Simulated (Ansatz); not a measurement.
The system is GeSb4Te7.

```
CELL_PARAMETERS angstrom
4.28930 0.00000 0.00000
-2.14465 3.71464 0.00000
0.00000 0.00000 24.63778
ATOMIC_POSITIONS crystal
Te 0.00000 0.00000 0.28102
Te 0.00000 0.00000 0.00000
Te 0.33333 0.66667 0.56861
Te 0.66667 0.33333 0.43139
Te 0.00000 0.00000 0.71898
Te 0.66667 0.33333 0.15027
Te 0.33333 0.66667 0.84973
Sb 0.66667 0.33333 0.65025
Sb 0.33333 0.66667 0.08110
Sb 0.33333 0.66667 0.34975
Sb 0.66667 0.33333 0.91890
Ge 0.00000 0.00000 0.50000
```

The cell is a database's computed one.

Base run:

```yaml
Program: Ansatz 0.2.0
Functional: PBEsol
Potentials_or_basis: Ansatz PAW
Cutoff: 420 eV
Density_cutoff: 1680 eV
k_mesh: 7 × 7 × 2
Occupations: fermi-dirac, width 0.05 eV
Spin: no spin polarisation
```

Its results: band gap on the k mesh 0.37 eV, direct; pressure -1.6 GPa; largest force 0.067 eV/Å.

Task: The run is repeated on the same cell with these changes: functional from PBEsol to PBE. What comes out?

Result: Band gap on the k mesh 0.41 eV, direct; pressure 0.8 GPa; largest force 0.126 eV/Å.

PBE binds less tightly than PBEsol, so the same cell stands under more pressure.

Caveats: spin-orbit coupling is left out, which moves the levels of the heavy elements; this functional lacks dispersion, which binds the layers, so the pressure and a relaxed spacing across them are unreliable; the PAW data sets come from PBE, with cores solved anew for the run's functional, which leaves a small shift of forces and pressure (some runs).

Not every run made on this cell is shown here.
